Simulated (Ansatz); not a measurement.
# Sn3Bi, space group Fm-3m: a point defect in a supercell

Program: Ansatz 0.2.0 through its Python package.

The script reads `sn3bi.xyz`:
```text
4
Lattice="0.0 3.849017 3.849017 3.849017 0.0 3.849017 3.849017 3.849017 0.0" Properties=species:S:1:pos:R:3 pbc="T T T"
Sn    0.00000000    0.00000000    0.00000000
Sn    1.92450850    1.92450850    1.92450850
Sn    5.77352550    5.77352550    5.77352550
Bi    3.84901700    3.84901700    3.84901700
```

Run as a notebook:

```python
import ansatz as az
import numpy as np
```

```python
crystal = az.Crystal.from_extxyz("sn3bi.xyz")
host = crystal.supercell(2, 2, 1)
defective = host.interstitial("O", at=(0.125, 0.375, 0.625))

def with_settings(structure):
    return (
        structure.calculation()
        .functional("pbesol")
        .pseudopotentials("paw")
        .kpoints(3)
        .occupations("fermi_dirac")
        .band_table()
    )


perfect = with_settings(host).run().report
base = with_settings(defective).forces()
res = base.run()
rep = res.report
```

    DeckWarning: basis.ecutwfc = 420 eV, auto-derived from the records' recommended cutoffs: set by Sn (normal level)

```python
rep["converged"], rep["free_energy_ev"]
```

    (True, -120924.37209403061)

```python
rep["free_energy_ev"]
```

    -120924.37209403061

```python
n_host, n_defect = len(perfect["lattice"]["sites"]), len(rep["lattice"]["sites"])
print(f"perfect cell: {n_host} atoms, F = {perfect['free_energy_ev']:.4f} eV")
print(f"defect cell:  {n_defect} atoms, F = {rep['free_energy_ev']:.4f} eV")
# chemical potentials are still to be added to this difference
print(f"difference {rep['free_energy_ev'] - perfect['free_energy_ev']:.4f} eV (no chemical potentials)")
```

    perfect cell: 16 atoms, F = -120365.0378 eV
    defect cell:  17 atoms, F = -120924.3721 eV
    difference -559.3343 eV (no chemical potentials)

```python
for site in res.lattice.sites:
    print(f"{site.symbol:2s}", " ".join(f"{v:8.4f}" for v in site.position_ang))
```

    Sn   0.0000   0.0000   0.0000
    Sn   1.9245   1.9245   1.9245
    Sn   5.7735   5.7735   5.7735
    Bi   3.8490   3.8490   3.8490
    Sn   3.8490   0.0000   3.8490
    Sn   5.7735   1.9245   5.7735
    Sn   9.6225   5.7735   9.6225
    Bi   7.6980   3.8490   7.6980
    Sn   0.0000   3.8490   3.8490
    Sn   1.9245   5.7735   5.7735
    Sn   5.7735   9.6225   9.6225
    Bi   3.8490   7.6980   7.6980
    Sn   3.8490   3.8490   7.6980
    Sn   5.7735   5.7735   9.6225
    Sn   9.6225   9.6225  13.4716
    Bi   7.6980   7.6980  11.5471
    O    3.8490   2.8868   1.9245

```python
pull = np.linalg.norm(rep["forces_ev_ang"], axis=1)
for atom in np.argsort(-pull)[:5]:
    print(f"force on {res.lattice.sites[atom].symbol}{atom}: {pull[atom]:.3f} eV/A")
```

    force on Bi3: 2.319 eV/A
    force on Sn0: 1.297 eV/A
    force on Sn10: 1.276 eV/A
    force on Sn1: 1.168 eV/A
    force on O16: 1.019 eV/A

Caveats:
- Absolute energies stand on the zero of these potentials, so only differences at equal settings mean something. A total without «per atom» is that of the whole cell that was run.
- For a metal this k-point mesh is coarse: on a finer one energies can move by several to tens of meV an atom and pressures by half a GPa or more, differences at one mesh by less.
- The atoms stand at ideal sites; relaxing them can change energy and levels by an eV or more.
- The difference holds no chemical potentials.
- Errors of mesh and smearing per atom add up over the supercell, so the energy can be off by tenths of an eV.
- Spin-orbit coupling, which matters for elements this heavy, is left out.
- The structure comes from a database of computed cells and needn't be a stable or known phase.
- Warnings are shown shortened and without file and line.
- The supercell is small, so the defect meets its images and the energies aren't those of an isolated defect; a partly filled defect level may also lower its energy by spin or distortion. For a charged cell the difference holds no correction, alignment or term for the electrons' reservoir.
- Run time: 69 s on 1 thread of Intel(R) Xeon(R) 6975P-C (Granite Rapids) (shared host), peak memory 1.2 GiB.
